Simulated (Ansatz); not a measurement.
# HfNH2+ (triplet): from Hartree-Fock to the top rungs, def2-SVP

One table from this session's results is given with a row withheld; the runs are named, their logs left out.

The runs use Ansatz 0.2.0, Gaussian basis; def2-SVP, core rule «outside noble gas», up to 5 orbitals frozen.

To be run: UHF; CCSD(T) on ROHF; CCSD(T) on UHF; CISD as a restricted active space (open shells left free, so some higher excitations enter); CCSDT(Q) on ROHF; CCSDT(Q) on UHF.

31 further runs of the same task are left out: 7 for a known fault of the program, 11 that didn't finish, 13 set aside as unsound or not needed. Runs told in other sessions of the task aren't counted.

## The geometry

The geometry is a PBE0/def2-TZVP stationary point (not a proven minimum) of the parent state, kept for this charge and spin. No spin-orbit coupling is included. Elements past krypton take def2 core potentials.

4 atoms, charge 1, spin multiplicity 3.

Atoms are counted from 1 here; the program's logs count them from 0.

Bond lengths: Hf1–N2 1.981 Å, N2–H3 1.013 Å, N2–H4 1.013 Å. Angles: Hf1–N2–H3 124.8°, Hf1–N2–H4 124.8°, H3–N2–H4 110.4°.

The first run:

Input file in.yaml:

```yaml
crystal:
  periodic: [false, false, false]
  atoms:
    - {symbol: Hf, position_ang: [0.000000, 0.000000, 0.169211]}
    - {symbol: N, position_ang: [0.000000, 0.000000, -1.812192]}
    - {symbol: H, position_ang: [0.000000, -0.832054, -2.390843]}
    - {symbol: H, position_ang: [0.000000, 0.832054, -2.390843]}
basis:
  gaussian: {orbitals: def2-SVP}
total_charge: 1
magnetization: {spin_polarized: true, initial_magnetization: 2}
hamiltonian: {xc: hf}
output: {orbitals: {seedname: orbitals}}
```

The run is started by

```
ansatz run in.yaml --threads 1 --pin off --events-out ev --progress --plain --max-ram 2393MiB
```

Steps of the session up to this table: UHF; CCSD(T) on ROHF; CCSD(T) on UHF; CISD as a restricted active space (open shells left free, so some higher excitations enter); CCSDT(Q) on ROHF; CCSDT(Q) on UHF.

One of the session's tables, all rows but one given; the rest of the session is left out.

It belongs to the step «Misses and costs». 

| method | from RCCSDT(Q) (meV) |
| --- | --- |
| ROHF | ? |
| UHF | +6280.4 |
| RMP2 | +557.5 |
| UMP2 | +489.3 |
| RCCSD | +242.3 |
| UCCSD | +178.6 |
| RCCSD(T) | +26.7 |
| UCCSD(T) | -35.9 |
| RCCSDT | +14.5 |
| UCCSDT | -48.3 |
| RCCSDT(Q) | 0 |
| UCCSDT(Q) | -67.6 |

**Question.** Estimate the row for ROHF.

As computed: from RCCSDT(Q) (meV): +6363.9. In the column «from RCCSDT(Q) (meV)» it is the highest.

Not comparable, so not listed: CISD as a restricted active space (open shells left free, so some higher excitations enter) (they don't share determinant, frozen orbitals or solution with the rows shown, or repeat one).

Caveats from the session: Restricted and unrestricted rows rest on different reference determinants; a gap between their highest levels can come from leftover correlation error, from unlike frozen cores or from another state.
